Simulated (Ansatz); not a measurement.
Runs of Ansatz 0.2.0 on B2P. The structure is trigonal, space group R-3m (No. 166). The conventional cell has a = 3.030 Å, b = 3.030 Å, c = 11.775 Å, α = 90.00°, β = 90.00°, γ = 120.00°. Around B (site symmetry 3m) lie 1 B at 1.66 Å. P (site symmetry -3m) is surrounded by 6 B at 2.08 Å. The cell was built by a generator and needn't be a form met in nature.

```tsv
screening (1/Å)	gap on the mesh (eV)	pressure (GPa)	largest force (eV/Å)
0.2	none	(b)	0.20
0.15	none	-2.1	0.18
0.4	none	-1.4	0.22
0.1	none	-2.2	0.15
0.6	none	-1.0	0.22
0.3	none	(c)	(a)
```

Alike in all rows: task single point; level HSE06 form with a typed share of exact exchange; potentials or basis Ansatz PAW; no spin polarisation; cell as given; k mesh 5 × 5 × 5; cutoff (eV) 420; smearing fermi-dirac 0.05 eV; the mesh is coarse, so values aren't converged.

Task: Estimate the missing entries.

Result: (a) 0.21; (b) -2.0; (c) -1.7.

Caveats: all runs use coarse meshes; the PAW data sets come from PBE, with cores solved anew for the run's functional, which leaves a small shift of forces and pressure; the thresholds are loose for stress.

A gap of «none» marks a metal or a gap under the smearing width.
